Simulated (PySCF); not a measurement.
# C3H9NO2Si: the cost of one run

Computed with PySCF 2.14.0 and routines of our own; the level stands in each step. Atoms count from 0.

## 1. The system as given

16 atoms, charge 0, multiplicity 1; geometry from: GFN2-xTB.

## 2. Magnetic properties: GIAO CAM-B3LYP/pcSseg-1

The job: settings as JSON, then the geometry in Å.

```
{"job": {"kind": "mag", "xc": "CAM-B3LYP", "basis": "pcSseg-1", "isotopologues": 2}, "charge": 0, "multiplicity": 1}
N      2.047528     1.025617     0.637651
C      2.013162    -0.319019     0.075006
Si     0.225770    -0.829599    -0.304603
O     -0.651481    -1.101280     1.051255
C     -1.897504    -0.473999     0.971556
C     -1.791257     0.665536    -0.061799
O     -0.692809     0.400948    -0.888688
H      1.684833     1.689620    -0.037598
H      2.999360     1.296689     0.862987
H      2.622086    -0.429667    -0.834038
H      2.434021    -1.001778     0.813470
H      0.125632    -1.958759    -1.230160
H     -2.642339    -1.209352     0.649282
H     -2.166555    -0.099898     1.961046
H     -2.691584     0.728498    -0.677664
H     -1.626462     1.625387     0.437078
```

With the program's defaults for keys left out, this is: GIAO CAM-B3LYP/pcSseg-1 magnetisability, rotational g tensor and spin-rotation constants, non-relativistic, gas phase.

The run is started by

```console
OMP_NUM_THREADS=1 python excited_run.py task.json out
```

One launch serves the whole session: the jobs run in the order shown.

Q: Estimate the wall time and peak memory of this job on 1 thread of Arm Neoverse N1, shared host.

About 59 s, with a peak of 0.94 GiB.
